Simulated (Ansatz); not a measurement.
# C₄HF₅: one species, many methods

An exercise on one series of results from a longer session: the logs are not shown, and one member is left open.

The runs use Ansatz 0.2.0, Gaussian basis; functionals in def2-TZVPP, the program's frozen cores in correlated methods.

The runs, in order: LDA (SPW92), PBE-D4, revPBE-D4, BLYP-D4, r2SCAN-D4, B97M-V, PBE0-D4, B3LYP-D4, r2SCANh-D4, r2SCAN0-D4, HSE06-D4, BHLYP-D4, CAM-B3LYP-D4, LC-ωPBE, ωB97X-V, ωB97M-V, B2PLYP, PBE-QIDH; CCSD(T)/def2-SVP; MP2/def2-TZVPP; MP2/def2-QZVPP; RPA on PBE.

## Structure used throughout

All runs share one geometry, relaxed beforehand with PBE0-D4 in a triple-zeta def2 set.

SMILES `FC(F)C#CC(F)(F)F`, 10 atoms, charge 0, spin multiplicity 1.

Atoms are counted from 1 here; the program's logs count them from 0.

Bond lengths: F1–C2 1.351 Å, C2–F3 1.351 Å, C2–C4 1.463 Å, C2–H10 1.095 Å, C4–C5 1.196 Å, C5–C6 1.464 Å, C6–F7 1.332 Å, C6–F8 1.334 Å, C6–F9 1.334 Å. Angles: F1–C2–F3 108.1°, F1–C2–C4 110.1°, F1–C2–H10 108.4°, F3–C2–C4 110.1°, F3–C2–H10 108.4°, C4–C2–H10 111.5°, C2–C4–C5 177.8°, C4–C5–C6 179.5°, C5–C6–F7 111.1°, C5–C6–F8 110.9°, C5–C6–F9 110.9°, F7–C6–F8 107.9°, F7–C6–F9 107.9°, F8–C6–F9 107.9°.

The first run:

File in.yaml:

```yaml
crystal:
  periodic: [false, false, false]
  atoms:
    - {symbol: F, position_ang: [2.798054, -0.319938, 0.428317]}
    - {symbol: C, position_ang: [1.919363, -0.564679, -0.567899]}
    - {symbol: F, position_ang: [1.959920, -1.885552, -0.847370]}
    - {symbol: C, position_ang: [0.569924, -0.178050, -0.155889]}
    - {symbol: C, position_ang: [-0.534749, 0.167794, 0.145137]}
    - {symbol: C, position_ang: [-1.887090, 0.583164, 0.523041]}
    - {symbol: F, position_ang: [-2.305911, -0.072138, 1.604883]}
    - {symbol: F, position_ang: [-2.751619, 0.342406, -0.463335]}
    - {symbol: F, position_ang: [-1.925771, 1.888533, 0.792916]}
    - {symbol: H, position_ang: [2.241079, -0.012541, -1.456900]}
basis:
  gaussian: {orbitals: def2-TZVPP}
hamiltonian: {xc: lda}
output: {orbitals: {seedname: orbitals}}
```

On the command line:

```console
$ ansatz run in.yaml --threads 8 --pin off --events-out ev --progress --plain --max-ram 20889MiB
```

Steps of the session up to this table: LDA; PBE-D4 (GGA); revPBE-D4 (GGA); BLYP-D4 (GGA); r2SCAN-D4 (meta-GGA); B97M-V (meta-GGA); PBE0-D4 (hybrid); B3LYP-D4 (hybrid); r2SCANh-D4 (hybrid); r2SCAN0-D4 (hybrid); HSE06-D4 (hybrid); BHLYP-D4 (hybrid); CAM-B3LYP-D4 (range-separated); LC-ωPBE (range-separated); ωB97X-V (range-separated); ωB97M-V (range-separated); B2PLYP (double hybrid); PBE-QIDH (double hybrid).

One table of the session follows, with a row left open; its other results are not shown here.

It belongs to the step «Frontier levels by functional». 

```
  functional  HOMO (eV)  gap (eV)
 LDA (SPW92)      -8.49      6.13
      PBE-D4      -8.25      6.22
   revPBE-D4      -8.15      6.26
     BLYP-D4      -8.11      6.22
   r2SCAN-D4          ?         ?
      B97M-V      -8.54      6.87
     PBE0-D4      -9.63      8.61
    B3LYP-D4      -9.39      8.12
  r2SCANh-D4      -9.06      7.60
  r2SCAN0-D4      -9.83      8.92
    HSE06-D4      -9.22      7.81
    BHLYP-D4     -10.85     10.97
CAM-B3LYP-D4     -11.06     11.19
     LC-ωPBE     -12.48     13.85
     ωB97X-V     -12.04     13.35
     ωB97M-V     -11.92     13.12
```

**Question.** Estimate the row for r2SCAN-D4.

Worked estimate for «HOMO (eV)». Against the share of exact exchange, r2SCANh-D4 (0.1, -9.06), r2SCAN0-D4 (0.25, -9.83) give a slope of -5.13 per unit share; at 0 the line stands at -8.55.

**Answer.** HOMO (eV): -8.55; gap (eV): 6.73. In «HOMO (eV)» the line misses by 0.00.
